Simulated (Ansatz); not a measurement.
# FeClO: the cost of one run

Computed with Ansatz 0.2.0 (DFT LDA+U (U_eff = 1 eV on Fe d), plane waves, PAW, unless a step's input says otherwise).

## 1. Starting point

Symmetry: Pmmn, No. 59, orthorhombic system. The conventional cell has a = 3.300 Å, b = 3.750 Å, c = 7.650 Å, α = 90.00°, β = 90.00°, γ = 90.00°. Around Fe (site symmetry mm2) lie 4 O at 1.88 to 2.15 Å and 2 Cl at 2.29 Å. Around Cl (site symmetry mm2) lie 2 Fe at 2.29 Å. O (site symmetry mm2) is surrounded by 4 Fe at 1.88 to 2.15 Å.

As a file:

```
Fe Cl O
1.0
     3.30000    0.00000    0.00000
     0.00000    3.75000    0.00000
     0.00000    0.00000    7.65000
Fe Cl O
2 2 2
Direct
  0.50000 0.00000 0.09700
  0.00000 0.50000 0.90300
  0.00000 0.00000 0.30500
  0.50000 0.50000 0.69500
  0.00000 0.00000 0.91700
  0.50000 0.50000 0.08300
```

Magnetic order typed: ferromagnetic.

An earlier series on this cell reached its lowest free state from «natural orbitals of the symmetric run, filled by rank», perhaps among other starts.

## 2. Random orbitals: single harmonics, second filling

input.yaml

```yaml
crystal:
  lattice:
    - [3.30000058, 0.0, 0.0]
    - [0.0, 3.75000066, 0.0]
    - [0.0, 0.0, 7.65000135]
  atoms:
    - { symbol: Fe, position: [0.5, 0.0, 0.097], spin: 3.0 }
    - { symbol: Fe, position: [0.0, 0.5, 0.903], spin: 3.0 }
    - { symbol: Cl, position: [0.0, 0.0, 0.305] }
    - { symbol: Cl, position: [0.5, 0.5, 0.695] }
    - { symbol: O, position: [0.0, 0.0, 0.917] }
    - { symbol: O, position: [0.5, 0.5, 0.083] }
basis:
  ecutwfc: 420
  ecutrho_ratio: 4
kpoints:
  mp_grid: { grid: [6, 5, 3] }
hamiltonian:
  xc: lda
  hubbard:
    sites:
      - { site: 0, l: d, u_eff: 1.0, starting_ns: [{ spin: up, occupation_matrix: s0up }, { spin: down, occupation_matrix: s0down }] }
      - { site: 1, l: d, u_eff: 1.0, starting_ns: [{ spin: up, occupation_matrix: s1up }, { spin: down, occupation_matrix: s1down }] }
    occupation_matrices:
      s0up:
        matrix:
          - [0.97, 0.0, 0.0, 0.0, 0.0]
          - [0.0, 0.02, 0.0, 0.0, 0.0]
          - [0.0, 0.0, 0.97, 0.0, 0.0]
          - [0.0, 0.0, 0.0, 0.97, 0.0]
          - [0.0, 0.0, 0.0, 0.0, 0.97]
      s0down:
        matrix:
          - [0.02, 0.0, 0.0, 0.0, 0.0]
          - [0.0, 0.02, 0.0, 0.0, 0.0]
          - [0.0, 0.0, 0.02, 0.0, 0.0]
          - [0.0, 0.0, 0.0, 0.02, 0.0]
          - [0.0, 0.0, 0.0, 0.0, 0.97]
      s1up:
        matrix:
          - [0.97, 0.0, 0.0, 0.0, 0.0]
          - [0.0, 0.02, 0.0, 0.0, 0.0]
          - [0.0, 0.0, 0.97, 0.0, 0.0]
          - [0.0, 0.0, 0.0, 0.97, 0.0]
          - [0.0, 0.0, 0.0, 0.0, 0.97]
      s1down:
        matrix:
          - [0.02, 0.0, 0.0, 0.0, 0.0]
          - [0.0, 0.02, 0.0, 0.0, 0.0]
          - [0.0, 0.0, 0.02, 0.0, 0.0]
          - [0.0, 0.0, 0.0, 0.02, 0.0]
          - [0.0, 0.0, 0.0, 0.0, 0.97]
    ns_hold: until_converged
scf:
  occupations: { method: gaussian, width: 0.05 }
  lower_state_search: "off"
  max_iter: 150
output:
  forces: true
  stress: true
  eigenvalues: true
  populations: true
  hubbard: { sites: [{ site: 0, l: d }, { site: 1, l: d }] }
magnetization:
  spin_polarized: true
```

The typed matrices put 0.97 on the chosen orbitals and 0.02 on the others, and are held until the SCF converges, then released.

On the command line:

```sh
$ ansatz run input.yaml --threads 4 --pin off --max-ram 6144MiB --backend cpu --events-out ev --progress --plain --runs-dir out
```

What time and memory should one allow on 4 threads of Arm Neoverse V1, shared host?

About 14 s, with a peak of 0.53 GiB.
